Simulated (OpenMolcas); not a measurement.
# Nb³⁺ in Cs2NaYBr6: CASSCF and CASPT2 levels and susceptibility

Aim: the ligand-field states of Nb³⁺ in this surrounding, its lowest levels with spin-orbit coupling and its magnetic susceptibility.

The numbers are computed with OpenMolcas 26.06 (state-averaged CASSCF and CASPT2, spin-orbit coupling by RASSI with atomic mean-field integrals), except any that are marked as measured or tabulated.

## Step 1: The system

* Species: Nb³⁺ (niobium, Z = 41, 38 electrons)
* Basis: ANO-RCC-VTZP [7s6p4d2f1g], 230 functions with the ligands
* Scalar Hamiltonian: DKH2, point nucleus
* Inactive shells: 1s 2s 2p 3s 3p 3d 4s 4p of the metal, and all ligand shells
* Active space: 2 electrons in 5 orbitals (4d)
* Some configurations of this space: 4d²
* Orbitals: optimised for each spin and parity, averaged over all roots

The outer shells:

4d2
```
4d [↑ ][↑ ][  ][  ][  ]
```

Nb³⁺ is taken with its 6 nearest bromide ions at 2.765 Å, on the cation site of Cs2NaYBr6 (a = 11.3047 Å). The rest of the host is ab initio model potentials to 7.6 Å and point charges beyond; the distance is set by hand, nothing relaxes, and no local charge compensation is placed. Ligand basis ANO-RCC-VDZP.

```xyz
15

Nb    0.0000    0.0000    0.0000
Br    2.7650    0.0000    0.0000
Br    0.0000    2.7650    0.0000
Br   -2.7650    0.0000    0.0000
Br    0.0000   -2.7650    0.0000
Br    0.0000    0.0000    2.7650
Br    0.0000    0.0000   -2.7650
Cs    2.8262   -2.8262   -2.8262
Cs   -2.8262    2.8262    2.8262
Cs    2.8262   -2.8262    2.8262
Cs   -2.8262    2.8262   -2.8262
Cs    2.8262    2.8262   -2.8262
Cs   -2.8262   -2.8262    2.8262
Cs    2.8262    2.8262    2.8262
Cs   -2.8262   -2.8262   -2.8262
```

Each step is its own input file, run in one work folder so that later steps find the files of earlier ones. Labels, J, g values, rates, χT and fits are worked out afterwards by a script from the matrices that RASSI stores.

## Step 2: Basis and integrals

Contents of a.inp:

```
&GATEWAY
Basis set
Nb.ANO-RCC-VTZP.
Nb1 0.0 0.0 0.0 Angstrom
End of basis
Basis set
Br.ANO-RCC-VDZP.
L1 2.765000 0.000000 0.000000 Angstrom
L2 0.000000 2.765000 0.000000 Angstrom
L3 0.000000 0.000000 2.765000 Angstrom
End of basis
Basis set
Cs.EMB-AIMP.Al-Abdalla.0s.0s.ECP.Cs2NaYBr6.
PseudoCharge
* 4 symmetry-unique lattice sites within 7.6 angstrom
End of basis
Basis set
Na.EMB-AIMP.Al-Abdalla.0s.0s.ECP.Cs2NaYBr6.
PseudoCharge
* 3 symmetry-unique lattice sites within 7.6 angstrom
End of basis
Basis set
Br.EMB-AIMP.Al-Abdalla.0s.0s.ECP.Cs2NaYBr6.
PseudoCharge
* 12 symmetry-unique lattice sites within 7.6 angstrom
End of basis
Symmetry
XYZ
AngMom=0.0 0.0 0.0
AMFI
RICD
XField
1570 Angstrom 0
* Evjen-weighted lattice charges
&SEWARD
```

The run is started by

```sh
$ OMP_NUM_THREADS=1 MOLCAS_MEM=2457 MOLCAS_PROJECT=a pymolcas a.inp > a.log
```

## Step 3: CASSCF: triplets, 10 roots

Contents of a.inp:

```
&RASSCF
FileOrb=start.orb
Symmetry=1
Spin=3
nActEl=2 0 0
Inactive=63 63
Ras2=5 0
CIRoot=10 10 1
SDav=10
CIMx=300
Iter=150 100
PrWF=0.3
OrbListing=Nothing
MaxOrb=0
LevShft=1.0
>>> COPY $Project.JobIph JOB001
```

start.orb holds start orbitals that the driver prepared beforehand, or those of the step before.

## Step 4: Reference wave functions, singlets, 15 roots

Contents of a.inp:

```
&RASSCF
FileOrb=start.orb
Symmetry=1
Spin=1
nActEl=2 0 0
Inactive=63 63
Ras2=5 0
CIRoot=15 15 1
SDav=15
CIMx=300
Iter=150 100
PrWF=0.3
OrbListing=Nothing
MaxOrb=0
LevShft=1.0
>>> COPY $Project.JobIph JOB002
```

## Step 5: State interaction with spin-orbit coupling

Contents of a.inp:

```
&RASSI
NrOfJobIphs=2 10 15
1 2 3 4 5 6 7 8 9 10
1 2 3 4 5 6 7 8 9 10 11 12 13 14 15
IphNames
JOB001
JOB002
EJob
SpinOrbit
DIPRint=1.0
SOCoupling=1000.0
Subsets=2
Property=9
'ANGMOM' 1 'ANGMOM' 2 'ANGMOM' 3 'MLTPL  1' 1 'MLTPL  1' 2 'MLTPL  1' 3
'AMFI' 1 'AMFI' 2 'AMFI' 3
SOProperty=3
'ANGMOM' 1 'ANGMOM' 2 'ANGMOM' 3
```

## Step 6: CASPT2: IPEA 0.25, imaginary shift 0.1 (closed shells correlated: 4s 4p of the metal, with ligand shells; the Frozen line counts the rest)

Contents of a.inp:

```
>>> COPY JOB001 $Project.JobIph
&CASPT2
Multistate=10 1 2 3 4 5 6 7 8 9 10
NoMult
Frozen=50 48
IPEA=0.25
Imaginary=0.1
MaxIter=60
WThr=0.0 0.3 0.05
PrWF=0.5
NoMix
>>> COPY JOB002 $Project.JobIph
&CASPT2
Multistate=15 1 2 3 4 5 6 7 8 9 10 11 12 13 14 15
NoMult
Frozen=50 48
IPEA=0.25
Imaginary=0.1
MaxIter=60
WThr=0.0 0.3 0.05
PrWF=0.5
NoMix
```

(Steps that only read results are left out.)

Before running it: what results should come out? Wanted: spin-free ground state; first state of the same spin within the active space; lowest level; next level.

As calculated:

| quantity | value |
| --- | --- |
| method | SS-CASPT2, IPEA 0.25, imaginary shift 0.1 (closed shells correlated: 4s 4p of the metal, with ligand shells; the Frozen line counts the rest) |
| spin-free ground state | 3T1, 3-fold in its orbital part |
| first state of the same spin within the active space | 3T2 at 15200 cm⁻¹ |
| lowest level | 2-fold E, g = 0.00, 0.00, 0.00 |
| next level | 25.9 cm⁻¹ |
| χT at 300 K | 0.45 cm³ K/mol |
| effective moment at 300 K | 1.89 μB |

Cost by method:

```tsv
method	time of its own steps	time with the reference
A. CASSCF	1.8 min	1.8 min
B. SS-CASPT2, IPEA 0.25, imaginary shift 0.1, +4s 4p	4.1 min	6 min
```

Times are of one thread on a shared host.

**Reading.** The spin-free ground state (3T1) is 3-fold and keeps the highest spin of the shell. χT at 300 K is 0.45, against 1.00 cm³ K/mol for the spin alone, so spin-orbit coupling lowers it. A ligand-field fit to the states below 45000 cm-1 gives 10Dq = 15968 cm-1, B = 463 cm-1 and C = 1595 cm-1 (C/B = 3.44), with a deviation of 331 cm-1. CASPT2 does not keep the components of a term degenerate, and the means are used. The bonds are covalent and no ligand orbital is active, so the numbers are rough.
